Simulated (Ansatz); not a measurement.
# CH5GaO2Si: shape, modes and thermochemistry

What shape does CH5GaO2Si take? The plan is to relax it, check the end point by its vibrations and derive ideal-gas thermochemistry.

The runs use Ansatz 0.2.0, Gaussian basis; RKS PBE0-D4/def2-TZVP.

Levels to be run: relaxation at PBE0-D4/def2-TZVP; harmonic vibrations at the same level.

1 further run of the same task is left out (set aside as unsound or not needed). Runs told in other sessions of the task aren't counted.

## 1. The starting structure

SMILES `[SiH3][Ga]1[O]C[O]1`, 10 atoms, charge 0, spin multiplicity 1.

Atoms are counted from 1 here; the program's logs count them from 0.

Bond lengths: Si1–Ga2 2.412 Å, Si1–H6 1.468 Å, Si1–H7 1.468 Å, Si1–H8 1.470 Å, Ga2–O3 1.826 Å, Ga2–O5 1.826 Å, O3–C4 1.408 Å, C4–O5 1.409 Å, C4–H9 1.098 Å, C4–H10 1.098 Å. Angles: Ga2–Si1–H6 109.4°, Ga2–Si1–H7 109.3°, Ga2–Si1–H8 109.9°, H6–Si1–H7 109.4°, H6–Si1–H8 109.4°, H7–Si1–H8 109.4°, Si1–Ga2–O3 141.4°, Si1–Ga2–O5 141.6°, O3–Ga2–O5 77.0°, Ga2–O3–C4 87.8°, O3–C4–O5 107.5°, O3–C4–H9 110.1°, O3–C4–H10 110.1°, O5–C4–H9 110.2°, O5–C4–H10 110.1°, H9–C4–H10 108.8°, Ga2–O5–C4 87.8°.

The start is a GFN2-xTB geometry.

## 2. Geometry optimisation, PBE0-D4/def2-TZVP

in.yaml

```yaml
crystal:
  periodic: [false, false, false]
  atoms:
    - {symbol: Si, position_ang: [-2.274580, -0.496970, -0.548280]}
    - {symbol: Ga, position_ang: [0.017640, 0.010560, 0.003670]}
    - {symbol: O, position_ang: [1.711400, -0.126020, -0.665710]}
    - {symbol: C, position_ang: [2.170280, 0.471880, 0.523860]}
    - {symbol: O, position_ang: [1.044830, 0.724930, 1.333170]}
    - {symbol: H, position_ang: [-3.164360, 0.427120, 0.165720]}
    - {symbol: H, position_ang: [-2.472170, -0.342730, -1.994750]}
    - {symbol: H, position_ang: [-2.590150, -1.878070, -0.156860]}
    - {symbol: H, position_ang: [2.864830, -0.202080, 1.041490]}
    - {symbol: H, position_ang: [2.692260, 1.411400, 0.297690]}
basis:
  gaussian: {orbitals: def2-TZVP}
hamiltonian: {xc: pbe0, dispersion: d4}
relax: {f_tol: 0.005, max_steps: 150}
```

Command:

```
$ ansatz run in.yaml --threads 4 --pin off --events-out ev --progress --plain --max-ram 10444MiB
```

Further steps of the session: Force constants and modes.

Before running them: what should the planned runs give, taken together? Wanted: point group; shift from the start; total energy; dispersion term; dipole moment; lowest, highest wavenumber.

**Answer**, as computed:

| quantity | value |
| --- | --- |
| point group | C1 |
| steps | 5 |
| shift from the start (rms) | 0.023 Å |
| total energy | -65455.3511 eV |
| dispersion term | -182 meV |
| dipole moment | 3.07 D |
| lowest, highest wavenumber | 10, 3033 cm⁻¹ |

**Reading.** The relaxed geometry lies 0.023 Å (rms) from the start; the bond that changed most is Si1–Ga2, from 2.412 to 2.377 Å. All wavenumbers are real, so the end point is a minimum. The stiffest mode, 3033 cm⁻¹, is a C–H stretch. Harmonic hybrid wavenumbers usually lie a few per cent above measured fundamentals. The largest Mulliken charge, +0.51 e, sits on Ga2.
